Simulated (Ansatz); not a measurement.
# CuH₃NCl: an energy map over bond length N1–H5 and angle H4–N1–H5

Method: RKS PBE0-D4/def2-TZVP; program: Ansatz 0.2.0.

### 1 Starting geometry

SMILES `[NH3+][Cu-][Cl]`, 6 atoms, charge 0, spin multiplicity 1.

Atoms are counted from 1 here; the program's logs count them from 0.

Bond lengths: N1–Cu2 1.931 Å, N1–H4 1.031 Å, N1–H5 1.031 Å, N1–H6 1.031 Å, Cu2–Cl3 2.090 Å. Angles: Cu2–N1–H4 112.0°, Cu2–N1–H5 112.5°, Cu2–N1–H6 112.5°, H4–N1–H5 106.5°, H4–N1–H6 106.5°, H5–N1–H6 106.5°, N1–Cu2–Cl3 179.7°.

Geometry (Å):

```xyz
6
ClCuH3N
N    -0.7547   -0.0183    0.2234
Cu    1.0929    0.0077   -0.3369
Cl    3.0933    0.0237   -0.9437
H    -1.1657   -0.9621    0.1585
H    -1.3499    0.5995   -0.3493
H    -0.8739    0.2855    1.2019
```

This geometry comes from a loose relaxation at PBE in a small basis, which is not shown.

### 3 Setting up the map

- bond length N1–H5: 9 values from 0.853 to 1.320 Å
- angle H4–N1–H5: 9 values from 72.4 to 142.4 °

Nothing else is relaxed (all other coordinates rigid). Energies count from the relaxed molecule at the same level. Points are written as (first, second).

(The set-up runs are not shown.)

### 4 Point (1.028 Å, 107.4°)

The input, input.yaml:

```yaml
crystal:
  periodic: [false, false, false]
  atoms:
    - { symbol: "N", position_ang: [-0.765796, -0.020371, 0.226662] }
    - { symbol: Cu, position_ang: [1.089552, 0.003052, -0.335958] }
    - { symbol: Cl, position_ang: [3.080669, 0.027988, -0.939741] }
    - { symbol: H, position_ang: [-1.162555, -0.952284, 0.15883] }
    - { symbol: H, position_ang: [-1.342327, 0.602192, -0.353692] }
    - { symbol: H, position_ang: [-0.865217, 0.283443, 1.190138] }
basis:
  gaussian: { orbitals: def2-TZVP }
hamiltonian:
  xc: pbe0
  dispersion: d4
output:
  forces: true
```

Command:

```console
ansatz run input.yaml --threads 1 --pin off --max-ram 2560MiB --backend cpu --events-out ev --progress --plain --runs-dir out
```

**Question.** How long does this run take on 1 thread of Intel Xeon Platinum 8488C (Sapphire Rapids), shared host, and how much memory does it need?

About 4.7 s, with a peak of 0.29 GiB.
